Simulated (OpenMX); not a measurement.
Set up this calculation in OpenMX 3.8.5, as the native input.

| Item | Value |
| --- | --- |
| Task | band structure |
| Functional | PBE |
| Potentials or basis | OpenMX 2013 PBE set, H6.0-s2p1, Pb8.0-s3p2d2f1, N6.0-s2p2d1, O6.0-s2p2d1, grid cutoff 500 Ry |
| k mesh | 7 × 5 × 5 |
| Occupations | fermi-dirac, width 0.05 eV |
| Spin | no spin polarisation |
| Mixing scheme | rmm-diisk |
| SCF threshold | 1e-08 Ha |
| Solver | band |
| Max SCF cycles | 100 |

Crystal: HPbNO4.

```
CELL_PARAMETERS angstrom
4.18980 -0.00039 0.00636
-2.04231 5.10360 -0.04907
-2.08129 -1.82843 4.91491
ATOMIC_POSITIONS crystal
H 0.99073 0.03330 0.90994
Pb 0.50274 0.81989 0.14287
N 0.00838 0.47408 0.50265
O 0.99816 0.92741 0.02877
O 0.19467 0.73435 0.60852
O 0.81673 0.35882 0.24556
O 0.01381 0.33121 0.65217
```

The cell was built by a generator and needn't be a form met in nature.

The input as run:

HPbNO4.dat

```
System.CurrrentDirectory             ./
System.Name                          HPbNO4
DATA.PATH                            ./DFT_DATA13
level.of.stdout                      1
level.of.fileout                     0
Species.Number                       4
<Definition.of.Atomic.Species
  H   H6.0-s2p1              H_PBE13
  Pb  Pb8.0-s3p2d2f1         Pb_PBE13
  N   N6.0-s2p2d1            N_PBE13
  O   O6.0-s2p2d1            O_PBE13
Definition.of.Atomic.Species>

Atoms.Number                         7
Atoms.SpeciesAndCoordinates.Unit     FRAC
<Atoms.SpeciesAndCoordinates
    1  H     0.9907300000    0.0333000000    0.9099400000   0.500  0.500
    2  Pb    0.5027400000    0.8198900000    0.1428700000   7.000  7.000
    3  N     0.0083800000    0.4740800000    0.5026500000   2.500  2.500
    4  O     0.9981600000    0.9274100000    0.0287700000   3.000  3.000
    5  O     0.1946700000    0.7343500000    0.6085200000   3.000  3.000
    6  O     0.8167300000    0.3588200000    0.2455600000   3.000  3.000
    7  O     0.0138100000    0.3312100000    0.6521700000   3.000  3.000
Atoms.SpeciesAndCoordinates>

Atoms.UnitVectors.Unit               Ang
<Atoms.UnitVectors
     4.1898038000   -0.0003920000    0.0063600000
    -2.0423102000    5.1035950000   -0.0490700000
    -2.0812946000   -1.8284252000    4.9149100000
Atoms.UnitVectors>

scf.XcType                           GGA-PBE
scf.SpinPolarization                 off
scf.ElectronicTemperature            580.226
scf.energycutoff                     500.0
scf.maxIter                          100
scf.EigenvalueSolver                 band
scf.Kgrid                            7 5 5
scf.Mixing.Type                      rmm-diisk
scf.Init.Mixing.Weight               0.05
scf.Min.Mixing.Weight                0.001
scf.Max.Mixing.Weight                0.3
scf.Mixing.History                   25
scf.Mixing.StartPulay                8
scf.criterion                        1.0e-8
scf.stress.tensor                    on
MD.Type                              nomd
Band.dispersion                      on
Band.Nkpath                          7
<Band.kpath
   14   0.000000  0.000000 -0.500000    0.000000  0.000000  0.000000  X G
   14   0.000000  0.000000  0.000000    0.000000  0.500000  0.000000  G Y
   16   0.000000  0.500000 -0.500000    0.000000  0.000000  0.000000  L G
   18   0.000000  0.000000  0.000000    0.500000 -0.500000  0.000000  G Z
   20   0.500000 -0.500000 -0.500000    0.000000  0.000000  0.000000  N G
   20   0.000000  0.000000  0.000000    0.500000  0.000000  0.000000  G M
   18   0.500000  0.000000 -0.500000    0.000000  0.000000  0.000000  R G
Band.kpath>
```

Potentials or basis: OpenMX 2013 PBE set, H6.0-s2p1, Pb8.0-s3p2d2f1, N6.0-s2p2d1, O6.0-s2p2d1, grid cutoff 500 Ry.

Command:

```bash
$ openmx HPbNO4.dat -nt 1 > HPbNO4.std
```

Results of the run:

```json
{
  "Pressure": "5.6 GPa",
  "Largest force": "2.494 eV/Å",
  "Band gap on the k mesh": "3.03 eV, indirect (least direct gap 3.29 eV)",
  "Band gap along the path": "3.05 eV, indirect (least direct gap 3.34 eV)",
  "Mulliken charges": "H +0.30; Pb +0.63; N +0.69; O -0.54, -0.36, -0.35 e"
}
```

Caveat: Mulliken charges move with the basis; spin-orbit coupling is left out, which as a rule narrows the gap of such compounds by several tenths of an eV; the basis of atomic orbitals isn't converged, which shifts pressures, moduli and gaps; forces of over 1 eV/Å show positions far from the minimum, so gaps and moduli don't describe the material at rest.

It took 4.9 min on 1 thread of Intel(R) Xeon(R) Platinum 8488C (Sapphire Rapids), on a shared host, peak memory 1.6 GiB.
